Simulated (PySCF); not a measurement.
# SnCl3(NEt2): geometry, NMR shifts and electronic excitations

Aim: predict the NMR shifts and electronic excitations of SnCl3(NEt2) (`CC[N](CC)[Sn]([Cl])([Cl])[Cl]`).

The runs use PySCF 2.14.0, with density-fitted response routines of our own; the level of theory stands in each step. All values are computed, except where a source is named. Atoms count from 0, in the outputs and in this text.

**1. The molecule as given**

19 atoms, charge 0, multiplicity 1; geometry from: GFN2-xTB. The atoms were then displaced at random by about 0.03 Å, so the start is not that level's minimum.

Bonds of the start (Å): Sn0–Cl1 2.39, Sn0–Cl2 2.21, Sn0–Cl3 2.45, Sn0–N4 2.18, N4–C5 1.41, N4–C7 1.38, C5–C6 1.56, C5–H9 1.08, C5–H10 1.07, C6–H11 1.09, C6–H12 1.17, C6–H13 1.03, C7–C8 1.52, C7–H14 1.15, C7–H15 1.15, C8–H16 1.12, C8–H17 1.12, C8–H18 1.08.

**2. Geometry optimisation at PBE0-D3(BJ)/def2-SVP**

The job: settings as JSON, then the geometry in Å.

```
{"job": {"xc": "PBE0", "basis": "def2-SVP", "d3": "d3bj", "grid": 1, "maxiter": 40, "shake": 0.03, "kind": "geom"}, "charge": 0, "multiplicity": 1}
Sn     1.045720     2.001710     0.760400
Cl     0.120970     2.909840     2.764430
Cl     3.250810     2.026220     0.941610
Cl     0.594620     3.665010    -0.979270
N      0.367700    -0.041110     0.446340
C      0.825450    -0.555810    -0.779010
C      1.035700    -2.091260    -0.639940
C     -0.960880    -0.239180     0.772360
C     -2.055420     0.229410    -0.165600
H      1.814350    -0.151060    -0.952010
H      0.148380    -0.351010    -1.587960
H      1.598330    -2.310500     0.273070
H     -0.041300    -2.553790    -0.608160
H      1.489330    -2.452400    -1.489260
H     -1.115280    -1.370980     0.929080
H     -1.206420     0.251390     1.780880
H     -1.920670     1.310820    -0.431260
H     -2.004430    -0.313730    -1.143970
H     -3.049750     0.029870     0.192850
```

Started as:

```sh
$ OMP_NUM_THREADS=1 python probes_run.py task.json out
```

The driver reads the jobs from task.json and runs them one after another.

What it wrote:

```text
step   0  E = -1806.92444046  max force = 0.074593
step   1  E = -1806.95697611  max force = 0.022717
step   2  E = -1806.95945408  max force = 0.007157
step   3  E = -1806.96008118  max force = 0.003539
step   4  E = -1806.96018230  max force = 0.007398
step   5  E = -1806.96043589  max force = 0.003849
step   6  E = -1806.96044120  max force = 0.001797
step   7  E = -1806.96045319  max force = 0.002286
step   8  E = -1806.96047117  max force = 0.001356
step   9  E = -1806.96047990  max force = 0.000598
step  10  E = -1806.96047826  max force = 0.000319
optimisation converged
```

Run time: 5.2 min. Hardware: 1 thread of AMD EPYC 7R43, shared host; peak memory 1.1 GiB.

Step by step:

| step | energy from step 0 (eV) | largest force component (eV/Å) |
| --- | --- | --- |
| 0 | 0.0000 | 3.8357 |
| 1 | -0.8853 | 1.1682 |
| 2 | -0.9528 | 0.3680 |
| 3 | -0.9698 | 0.1820 |
| 4 | -0.9726 | 0.3804 |
| 5 | -0.9795 | 0.1979 |
| 6 | -0.9796 | 0.0924 |
| 7 | -0.9800 | 0.1176 |
| 8 | -0.9804 | 0.0697 |
| 9 | -0.9807 | 0.0308 |
| 10 | -0.9806 | 0.0164 |

Close pairs (by a distance rule), those that changed most:

| bond | before (Å) | after (Å) | change (Å) |
| --- | --- | --- | --- |
| Sn0–N4 | 2.175 | 2.006 | -0.169 |
| Sn0–Cl2 | 2.213 | 2.327 | +0.115 |
| Sn0–Cl3 | 2.449 | 2.340 | -0.109 |
| N4–C7 | 1.382 | 1.456 | +0.074 |
| C6–H12 | 1.173 | 1.100 | -0.072 |
| C6–H13 | 1.028 | 1.100 | +0.072 |
| Sn0–Cl1 | 2.387 | 2.325 | -0.062 |
| N4–C5 | 1.406 | 1.458 | +0.052 |

The final coordinates are the input of the step that follows.

| at the end point | value |
| --- | --- |
| point group (found at 0.08 Å tolerance) | C1 |
| rotational constants (GHz, main isotopes) | 0.757, 0.546, 0.479 |
| dipole moment (D) | 3.20 |

**3. NMR shieldings: PBE0/def2-TZVP+pcSseg-1**

The job: settings as JSON, then the geometry in Å.

```
{"job": {"kind": "nmr", "xc": "PBE0", "basis": {"default": "pcSseg-1", "Sn": "def2-TZVP"}}, "charge": 0, "multiplicity": 1}
Sn     1.090911     1.938142     0.726480
Cl     0.435274     2.637428     2.844162
Cl     3.411961     1.867225     0.570514
Cl     0.365909     3.554970    -0.802094
N      0.365611     0.093035     0.421409
C      0.870409    -0.590017    -0.763456
C      0.904049    -2.098738    -0.588988
C     -1.021861    -0.129808     0.801569
C     -2.066582     0.305205    -0.216694
H      1.900224    -0.236610    -0.940361
H      0.294988    -0.330337    -1.674392
H      1.455246    -2.364699     0.325307
H     -0.105524    -2.530805    -0.520523
H      1.404568    -2.566903    -1.449789
H     -1.144777    -1.203167     1.031769
H     -1.194623     0.389687     1.759023
H     -1.966226     1.376258    -0.456501
H     -1.981308    -0.256581    -1.159281
H     -3.081037     0.139154     0.176430
```

Level: GIAO PBE0/pcSseg-1 Sn:def2-TZVP NMR shielding, scalar relativity only through core potentials, gas phase.

What it wrote:

```text
coarse grid: 77536 points
cycle   1  E = -1805.4765757069  dE = -3.426e+01  |g| = 3.004e+00  |ddm| = 3.098e+01
cycle   2  E = -1767.3174240644  dE =  3.816e+01  |g| = 1.099e+01  |ddm| = 2.985e+01
cycle   3  E = -1807.3550067669  dE = -4.004e+01  |g| = 6.290e-01  |ddm| = 2.861e+01
cycle   4  E = -1807.3935429433  dE = -3.854e-02  |g| = 5.252e-01  |ddm| = 1.139e+00
cycle   5  E = -1807.4520886872  dE = -5.855e-02  |g| = 1.550e-01  |ddm| = 6.233e-01
cycle   6  E = -1807.4568951637  dE = -4.806e-03  |g| = 4.800e-02  |ddm| = 1.743e-01
cycle   7  E = -1807.4574623207  dE = -5.672e-04  |g| = 1.264e-02  |ddm| = 6.799e-02
cycle   8  E = -1807.4574999263  dE = -3.761e-05  |g| = 3.996e-03  |ddm| = 1.856e-02
cycle   9  E = -1807.4575043616  dE = -4.435e-06  |g| = 1.000e-03  |ddm| = 5.940e-03
final grid: 158832 points
cycle  10  E = -1807.4574901636  dE = -1.731e-07  |g| = 1.122e-03  |ddm| = 3.016e-03
cycle  11  E = -1807.4574900082  dE =  1.554e-07  |g| = 1.380e-03  |ddm| = 2.550e-03
cycle  12  E = -1807.4574904709  dE = -4.627e-07  |g| = 1.312e-04  |ddm| = 1.465e-03
cycle  13  E = -1807.4574904744  dE = -3.453e-09  |g| = 4.653e-05  |ddm| = 1.924e-04
cycle  14  E = -1807.4574904749  dE = -5.093e-10  |g| = 1.298e-05  |ddm| = 5.684e-05
converged SCF energy = -1807.4574904749

GIAO shielding tensors (ppm)
atom      isotropic    diamagn.    paramagn.     s11        s22        s33       span
  0 Sn         nan         nan         nan        nan        nan        nan        nan
  1 Cl     882.556    1148.100    -265.545    721.697    867.964   1058.007    336.309
  2 Cl     874.922    1148.059    -273.137    708.398    851.708   1064.662    356.264
  3 Cl     799.323    1148.388    -349.065    639.957    722.435   1035.576    395.619
  4 N      147.695     328.043    -180.349     61.656    142.529    238.898    177.242
  5 C      142.121     247.252    -105.132    115.272    140.096    170.993     55.721
  6 C      169.589     247.096     -77.507    147.551    174.601    186.614     39.063
  7 C      141.944     245.806    -103.862    113.132    142.920    169.779     56.647
  8 C      169.103     250.158     -81.056    144.099    178.969    184.240     40.142
  9 H       28.182      32.173      -3.991     20.033     31.029     33.483     13.450
 10 H       27.959      32.501      -4.542     22.843     28.125     32.910     10.067
 11 H       30.360      29.500       0.859     25.837     28.939     36.303     10.465
 12 H       29.797      30.449      -0.652     24.327     29.430     35.633     11.306
 13 H       30.265      27.895       2.370     25.742     26.879     38.173     12.430
 14 H       28.142      31.723      -3.581     22.707     27.200     34.519     11.813
 15 H       28.020      31.955      -3.935     21.397     30.272     32.391     10.994
 16 H       30.458      31.305      -0.847     24.471     32.024     34.880     10.410
 17 H       29.562      31.397      -1.835     24.831     28.790     35.064     10.233
 18 H       30.372      28.870       1.502     25.995     26.510     38.610     12.615
```

It took 1.7 min on 1 thread of AMD EPYC 7R43, shared host; peak memory 1.5 GiB.

Shifts follow as δ = σ(reference) − σ, with reference shieldings (ppm) from runs at the same level and on the same kind of geometry: ¹H TMS 31.27, ¹³C TMS 184.4, ¹⁵N NH3 265.7, ³⁵Cl HCl 943. The references are single molecules in the gas phase, so shifts against H2O, NH3, PH3, H3PO4 or CFCl3 are not on the usual liquid scales and can be off by tens of ppm. Atoms listed in one row are averaged.

| atoms | environment | σ (ppm) | δ (ppm) |
| --- | --- | --- | --- |
| C5, C7 | carbon bonded to C, N, 2 H | 142.0 | 42.4 |
| C6, C8 | carbon bonded to C, 3 H | 169.3 | 15.1 |
| H9, H10, H14, H15 | hydrogen on a carbon bonded to C, N | 28.08 | 3.19 |
| H11, H12, H13, H16, H17, H18 | hydrogen on a carbon bonded to C | 30.14 | 1.13 |
| Cl1, Cl2, Cl3 | chlorine bonded to Sn | 852 | 91 |
| N4 | nitrogen bonded to 2 C, Sn | 147.7 | 118.0 |

Atoms past Kr carry core potentials, so their printed shieldings have no meaning and are left out of the table.

The run also stored atomic charges by several schemes (e):

| atoms | Mulliken | ESP fit |
| --- | --- | --- |
| Sn0 | 0.90 | 0.30 |
| Cl1, Cl2, Cl3 | -0.24 | -0.12 |
| N4 | -0.75 | -0.46 |
| C5, C7 | -0.07 | 0.35 |
| C6, C8 | -0.29 | -0.41 |

Mayer bond orders: Sn0–Cl1 1.05, Sn0–Cl2 1.04, Sn0–Cl3 1.01, Sn0–N4 0.96, N4–C5 0.93, N4–C7 0.94, C5–C6 1.06, C7–C8 1.04.

With diffuse functions Mulliken charges and Mayer bond orders lose their meaning; the other schemes are steadier.

Orbitals, density, ELF and potential are computed afterwards from the orbital file.

Frontier orbitals at PBE0/def2-TZVP+pcSseg-1, with the share of their density that lies nearest to each atom:

| orbital | energy (eV) | lies on |
| --- | --- | --- |
| HOMO | -7.14 | N4 60 %; H10 7 % |
| LUMO | -2.61 | Sn0 36 %; Cl1, Cl2, Cl3 about 16 % each; N4 11 % |

ELF in a plane through or near 6 of the atoms.

Values, 10 rows by 14 columns:
```
0.00 0.00 0.00 0.00 0.00 0.00 0.00 0.00 0.00 0.00 0.00 0.00 0.00 0.00
0.00 0.00 0.00 0.04 0.44 0.61 0.44 0.07 0.00 0.00 0.00 0.00 0.00 0.00
0.00 0.00 0.00 0.23 0.84 0.82 0.83 0.42 0.00 0.00 0.00 0.00 0.00 0.00
0.00 0.00 0.01 0.05 0.18 0.22 0.27 0.07 0.54 0.01 0.06 0.04 0.00 0.00
0.00 0.00 0.04 0.16 0.48 0.76 0.61 0.64 0.58 0.51 0.91 0.90 0.02 0.00
0.00 0.00 0.01 0.04 0.04 0.07 0.58 0.46 0.10 0.89 0.94 0.09 0.00 0.00
0.00 0.00 0.00 0.00 0.01 0.20 0.86 0.49 0.02 0.08 0.70 0.01 0.00 0.00
0.00 0.00 0.00 0.00 0.01 0.62 1.00 0.53 0.02 0.00 0.00 0.00 0.00 0.00
0.00 0.00 0.00 0.00 0.00 0.08 0.73 0.06 0.00 0.00 0.00 0.00 0.00 0.00
0.00 0.00 0.00 0.00 0.00 0.00 0.00 0.00 0.00 0.00 0.00 0.00 0.00 0.00
```
The map spans 11.9 Å across and 12.5 Å up, centred on the molecule. Atoms in the plane (x, y in Å): Sn0 (-1.9, 1.4), Cl2 (-1.4, 3.7), N4 (-0.2, 0.4), C6 (2.3, 0.6), H12 (2.5, -0.5), H18 (-0.7, -3.0).

On the surface of density 0.002 e/bohr³ the electrostatic potential runs, from the 1st to the 99th percentile, from -0.54 V near Cl3 to 1.29 V near Sn0.

**4. TDDFT and polarisability: wB97X-D/def2-SVPD**

Same as in step 3 but for these lines:

```diff
@@ -1,2 +1,2 @@
-{"job": {"kind": "nmr", "xc": "PBE0", "basis": {"default": "pcSseg-1", "Sn": "def2-TZVP"}}, "charge": 0, "multiplicity": 1}
+{"job": {"kind": "uv", "xc": "wB97X-D", "basis": "def2-SVPD", "ip": false, "nstates": 10}, "charge": 0, "multiplicity": 1}
 Sn     1.090911     1.938142     0.726480
```

With the program's defaults for keys left out, this is: TDDFT wB97X-D/def2-SVPD, vertical, gas phase, core orbitals frozen in the response.

What it wrote:

```text
coarse grid: 77536 points
cycle   1  E = -1805.4825575048  dE = -2.076e+01  |g| = 2.814e+00  |ddm| = 1.986e+01
cycle   2  E = -1798.9371118456  dE =  6.545e+00  |g| = 6.319e+00  |ddm| = 3.175e+01
cycle   3  E = -1807.5735038083  dE = -8.636e+00  |g| = 5.495e-01  |ddm| = 2.531e+01
cycle   4  E = -1807.6456740699  dE = -7.217e-02  |g| = 3.023e-01  |ddm| = 1.573e+00
cycle   5  E = -1807.6659231897  dE = -2.025e-02  |g| = 1.067e-01  |ddm| = 6.486e-01
cycle   6  E = -1807.6688671985  dE = -2.944e-03  |g| = 3.023e-02  |ddm| = 1.993e-01
cycle   7  E = -1807.6693766250  dE = -5.094e-04  |g| = 8.086e-03  |ddm| = 1.114e-01
cycle   8  E = -1807.6694550590  dE = -7.843e-05  |g| = 3.966e-03  |ddm| = 4.120e-02
cycle   9  E = -1807.6694785211  dE = -2.346e-05  |g| = 1.564e-03  |ddm| = 2.687e-02
cycle  10  E = -1807.6694820060  dE = -3.485e-06  |g| = 5.462e-04  |ddm| = 1.161e-02
final grid: 158832 points
cycle  11  E = -1807.6652849219  dE = -7.596e-06  |g| = 1.478e-03  |ddm| = 1.826e-02
cycle  12  E = -1807.6652851958  dE = -2.739e-07  |g| = 9.877e-04  |ddm| = 6.477e-03
cycle  13  E = -1807.6652854001  dE = -2.043e-07  |g| = 1.483e-04  |ddm| = 2.674e-03
cycle  14  E = -1807.6652854123  dE = -1.226e-08  |g| = 6.228e-05  |ddm| = 5.224e-04
cycle  15  E = -1807.6652854167  dE = -4.386e-09  |g| = 2.213e-05  |ddm| = 3.333e-04
cycle  16  E = -1807.6652854173  dE = -6.030e-10  |g| = 1.632e-05  |ddm| = 1.307e-04
converged SCF energy = -1807.6652854173

Static polarisability (au): isotropic 136.378, principal 126.271 136.884 145.980

Singlet excitations
state   eV       nm        f      main configurations
  1   3.7214    333.2   0.02808   H->L 0.96
  2   5.5648    222.8   0.00189   H-2->L 0.93
  3   5.7074    217.2   0.02900   H-3->L 0.43, H-1->L 0.41
  4   5.7914    214.1   0.01962   H-4->L 0.88
  5   5.8615    211.5   0.07725   H-3->L 0.44, H-1->L 0.34, H-7->L 0.11
  6   6.0151    206.1   0.02717   H-5->L 0.86
  7   6.0645    204.4   0.04901   H-6->L 0.85
  8   6.2397    198.7   0.00983   H->L+1 0.85
  9   6.5207    190.1   0.01105   H->L+2 0.44, H-7->L 0.38
 10   6.8441    181.2   0.10902   H->L+2 0.35, H-7->L 0.21, H-1->L 0.10

Triplet excitations (Tamm-Dancoff, eV): 3.2618 5.1907 5.2313 5.3021
```

It took 2.6 min on 1 thread of AMD EPYC 7R43, shared host; peak memory 1.7 GiB.

The orbitals next to the gap, with their largest atomic shares:

| orbital | eV | atoms |
| --- | --- | --- |
| HOMO−3 | -11.32 | Cl3 38 %, Cl1 30 %, Cl2 23 % |
| HOMO−2 | -11.19 | Cl3 51 %, Cl2 27 %, Cl1 20 % |
| HOMO−1 | -11.03 | Cl3 27 %, N4 17 %, C7 8 % |
| HOMO | -8.99 | N4 55 %, C5 9 %, C7 8 % |
| LUMO | -1.02 | Sn0 26 %, Cl3 20 %, Cl2 20 % |
| LUMO+1 | 1.60 | Sn0 29 %, Cl1 18 %, Cl2 13 % |
| LUMO+2 | 1.76 | Sn0 29 %, Cl3 21 %, Cl1 13 % |

With each of the 10 states as a Gaussian band of 0.4 eV half-width at 1/e, the curve within the window shown has maxima at 334 nm (ε 1,100), 210 nm (ε 7,800), 183 nm (ε 4,800) L/(mol cm). Beyond the last state computed it falls off for lack of states. The curve at chosen wavelengths:

(nm, ε (L/mol/cm)): (174, 2559), (183, 4796), (192, 3963), (201, 5881), (210, 7758), (219, 5821), (228, 2645), (236, 930), (245, 211), (254, 37), (263, 7), (272, 14), (281, 54), (290, 159), (299, 355), (308, 624), (317, 896), (326, 1084), (335, 1135), (343, 1065), (352, 897), (361, 690), (370, 491), (379, 328), (388, 207), (397, 125)

Leading natural transition orbitals of singlet state 10: the hole lies on N4 62 %; H10 8 %; the particle on Sn0 19 %; H9, H10 about 10 % each; Cl3 9 %.

Leading natural transition orbitals of singlet state 1: the hole lies on N4 65 %; H10 7 %; the particle on Sn0 35 %; Cl1, Cl2, Cl3 about 15 % each; N4 14 %.

Ground-state properties from the same run:

| property | computed |
| --- | --- |
| dipole moment (D) | 3.44 |
| polarisability (Å³) | 20.21 |
| HOMO–LUMO gap (eV) | 7.96 |
| −ε(HOMO) (eV) | 8.99 |

**5. NMR shieldings: wB97X-D/def2-TZVP+pcSseg-1**

Same as in step 4 but for these lines:

```diff
@@ -1,2 +1,2 @@
-{"job": {"kind": "uv", "xc": "wB97X-D", "basis": "def2-SVPD", "ip": false, "nstates": 10}, "charge": 0, "multiplicity": 1}
+{"job": {"kind": "nmr", "xc": "wB97X-D", "basis": {"default": "pcSseg-1", "Sn": "def2-TZVP"}, "pop": false}, "charge": 0, "multiplicity": 1}
 Sn     1.090911     1.938142     0.726480
```

Level: GIAO wB97X-D/pcSseg-1 Sn:def2-TZVP NMR shielding, scalar relativity only through core potentials, gas phase.

What it wrote:

```text
coarse grid: 77536 points
cycle   1  E = -1806.6615206204  dE = -3.467e+01  |g| = 2.589e+00  |ddm| = 3.096e+01
cycle   2  E = -1806.7287825911  dE = -6.726e-02  |g| = 2.938e+00  |ddm| = 8.294e+00
cycle   3  E = -1808.1386459775  dE = -1.410e+00  |g| = 2.192e-01  |ddm| = 2.783e+00
cycle   4  E = -1808.1557936038  dE = -1.715e-02  |g| = 9.610e-02  |ddm| = 5.016e-01
cycle   5  E = -1808.1582359308  dE = -2.442e-03  |g| = 3.415e-02  |ddm| = 1.351e-01
cycle   6  E = -1808.1588876785  dE = -6.517e-04  |g| = 2.079e-02  |ddm| = 9.503e-02
cycle   7  E = -1808.1591221974  dE = -2.345e-04  |g| = 6.006e-03  |ddm| = 4.848e-02
cycle   8  E = -1808.1592006794  dE = -7.848e-05  |g| = 2.759e-03  |ddm| = 4.721e-02
cycle   9  E = -1808.1592075907  dE = -6.911e-06  |g| = 8.598e-04  |ddm| = 1.228e-02
final grid: 158832 points
cycle  10  E = -1808.1555826470  dE = -1.245e-05  |g| = 2.179e-03  |ddm| = 1.651e-02
cycle  11  E = -1808.1555829885  dE = -3.415e-07  |g| = 1.773e-03  |ddm| = 4.073e-03
cycle  12  E = -1808.1555835594  dE = -5.709e-07  |g| = 1.951e-04  |ddm| = 1.974e-03
cycle  13  E = -1808.1555835823  dE = -2.294e-08  |g| = 1.072e-04  |ddm| = 4.977e-04
cycle  14  E = -1808.1555835918  dE = -9.491e-09  |g| = 5.605e-05  |ddm| = 3.671e-04
cycle  15  E = -1808.1555835942  dE = -2.369e-09  |g| = 1.862e-05  |ddm| = 1.927e-04
cycle  16  E = -1808.1555835946  dE = -4.557e-10  |g| = 6.838e-06  |ddm| = 1.150e-04
converged SCF energy = -1808.1555835946

GIAO shielding tensors (ppm)
atom      isotropic    diamagn.    paramagn.     s11        s22        s33       span
  0 Sn         nan         nan         nan        nan        nan        nan        nan
  1 Cl     898.492    1148.339    -249.848    747.041    885.737   1062.696    315.655
  2 Cl     891.276    1148.302    -257.026    734.683    869.943   1069.203    334.520
  3 Cl     823.224    1148.631    -325.408    675.102    752.683   1041.887    366.785
  4 N      159.962     328.244    -168.283     84.257    151.561    244.067    159.809
  5 C      142.937     247.154    -104.217    117.048    140.310    171.454     54.406
  6 C      169.489     246.800     -77.311    147.766    174.670    186.031     38.265
  7 C      142.876     245.664    -102.788    115.031    143.131    170.464     55.433
  8 C      168.835     249.968     -81.133    144.455    178.543    183.506     39.050
  9 H       28.404      32.442      -4.038     20.265     31.313     33.635     13.370
 10 H       28.195      32.826      -4.631     23.110     28.303     33.172     10.062
 11 H       30.447      29.605       0.843     25.901     29.052     36.389     10.488
 12 H       29.920      30.605      -0.685     24.486     29.548     35.727     11.241
 13 H       30.377      27.948       2.429     25.824     26.991     38.317     12.493
 14 H       28.350      31.946      -3.596     22.932     27.390     34.729     11.797
 15 H       28.254      32.178      -3.924     21.614     30.458     32.690     11.076
 16 H       30.561      31.542      -0.981     24.559     32.183     34.941     10.383
 17 H       29.704      31.607      -1.904     25.011     28.907     35.194     10.182
 18 H       30.470      28.946       1.524     26.107     26.570     38.734     12.627
```

Wall time 1.8 min (1 thread of AMD EPYC 7R43, shared host); peak memory 1.6 GiB.

In short: δ C5 41.6, C6 15.4, Cl1 68, N4 104.0, H9 3.08, H11 1.13 ppm (means over like atoms).

**6. Comparing the runs: NMR shifts**

Shifts (ppm), means over like atoms, with basis size and wall time:

| run | C5 | C6 | H9 | H11 | Cl1 | N4 | functions | time |
| --- | --- | --- | --- | --- | --- | --- | --- | --- |
| PBE0/def2-TZVP+pcSseg-1 | 42.4 | 15.1 | 3.19 | 1.13 | 91 | 118.0 | 257 | 1.7 min |
| wB97X-D/def2-TZVP+pcSseg-1 | 41.6 | 15.4 | 3.08 | 1.13 | 68 | 104.0 | 257 | 1.8 min |

**7. What came out**

| quantity | value |
| --- | --- |
| point group | C1 |
| rotational constants (main isotopes) | 0.76, 0.55, 0.48 GHz |
| ¹³C shifts against TMS (PBE0/def2-TZVP+pcSseg-1, means over atoms taken as alike) | 42.4, 15.1 ppm |
| ¹H shifts against TMS (PBE0/def2-TZVP+pcSseg-1, means over atoms taken as alike) | 3.19, 1.13 ppm |
| ³⁵Cl shifts against HCl (PBE0/def2-TZVP+pcSseg-1, means over atoms taken as alike) | 91 ppm |
| ¹⁵N shifts against NH3 (PBE0/def2-TZVP+pcSseg-1) | 118.0 ppm |
| surface potential, 1st and 99th percentile | -0.54 V and 1.29 V |
| lowest singlet (wB97X-D/def2-SVPD) | 3.72 eV (333 nm), f = 0.028 |
| brightest single state of those computed | state 10, 6.84 eV, f = 0.109 |
| lowest triplet | 3.26 eV |
| range of the shift of Cl1 | 68 to 91 ppm |

In words: The start was shaken at random, so part of the energy gained undoes that. Relaxing lowered the energy by 0.981 eV in 10 steps; the close pair that moved most is Sn0–N4, from 2.175 to 2.006 Å. No frequency check was run at this level, so the end point may be a saddle. At PBE0/def2-TZVP+pcSseg-1: The widest tensor belongs to Cl1, Cl2, Cl3: span 363 ppm, with a paramagnetic part of -296 ppm. At PBE0/def2-TZVP+pcSseg-1, counted by nearest atom on the grid, the HOMO lies on N4 60 %; H10 7 %, the LUMO on Sn0 36 %; Cl1, Cl2, Cl3 about 16 % each. The first singlet state (HOMO→LUMO 0.96) lies at 3.72 eV and is weak; of the 10 states computed, the strongest absorption comes from state 10 at 6.84 eV (the last computed, so partners may be missing). The lowest triplet lies 0.46 eV below the lowest singlet (triplets in Tamm-Dancoff, singlets in full TDDFT). Spin-orbit coupling, left out, mixes singlets and triplets in elements this heavy. Across the 2 runs the shift of Cl1 (with its like atoms) moves most, between 68 (wB97X-D/def2-TZVP+pcSseg-1) and 91 ppm (PBE0/def2-TZVP+pcSseg-1). Spin-orbit coupling is left out, which matters for shieldings and couplings at and beside the heavy atoms.
